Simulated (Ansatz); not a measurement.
# HfH2O (singlet): relaxing a cheap start

Where does this start of HfH2O (singlet) end when it is relaxed?

Program: Ansatz 0.2.0, Gaussian basis. Level of theory: RKS PBE0/def2-TZVP. These are calculated values, not measurements.

### Step 1. Where the work starts

4 atoms, charge 0, spin multiplicity 1.

Atoms are counted from 1 here; the program's logs count them from 0.

Bond lengths: Hf1–O2 1.893 Å, Hf1–H3 2.551 Å, Hf1–H4 2.551 Å, O2–H3 0.972 Å, O2–H4 0.972 Å. Angles: O2–Hf1–H3 18.8°, O2–Hf1–H4 18.8°, H3–Hf1–H4 37.5°, Hf1–O2–H3 122.5°, Hf1–O2–H4 122.5°, H3–O2–H4 115.1°, Hf1–H3–O2 38.8°, Hf1–H4–O2 38.8°.

Coordinates:

```
Hf   -0.1789    0.0002   -0.0003
O     1.7142   -0.0017    0.0030
H     2.2372    0.8182    0.0013
H     2.2355   -0.8226    0.0065
```

The start was built by rule and, where that kept it together, relaxed with GFN2-xTB. Sticks and bond lists go by distance. No spin-orbit coupling is included. Elements past krypton take def2 core potentials.

### Step 2. The run

in.yaml reads:

```yaml
crystal:
  periodic: [false, false, false]
  atoms:
    - {symbol: Hf, position_ang: [-0.178918, 0.000179, -0.000315]}
    - {symbol: O, position_ang: [1.714241, -0.001711, 0.003022]}
    - {symbol: H, position_ang: [2.237185, 0.818175, 0.001340]}
    - {symbol: H, position_ang: [2.235538, -0.822639, 0.006544]}
basis:
  gaussian: {orbitals: def2-TZVP}
hamiltonian: {xc: pbe0}
relax: {f_tol: 0.004, max_steps: 80}
```

The run is started by

```
$ ansatz run in.yaml --threads 1 --pin off --events-out ev --progress --plain --max-ram 2176MiB
```

**Question.** What will these runs give? Wanted: energy gained; shift from the start; total energy; dipole moment.

The runs gave:

| quantity | value |
| --- | --- |
| steps | 40 |
| energy gained | 4.233 eV |
| shift from the start (rms) | 1.196 Å |
| total energy | -3383.3067 eV |
| dipole moment | 1.33 D |

What this shows: By distance, Hf1–H3, O2–H4 opened. O2–H4 went from 0.972 to 3.384 Å. No vibrations were run, so this is a stationary point, not a proven minimum, and this spin need not be the ground state's.
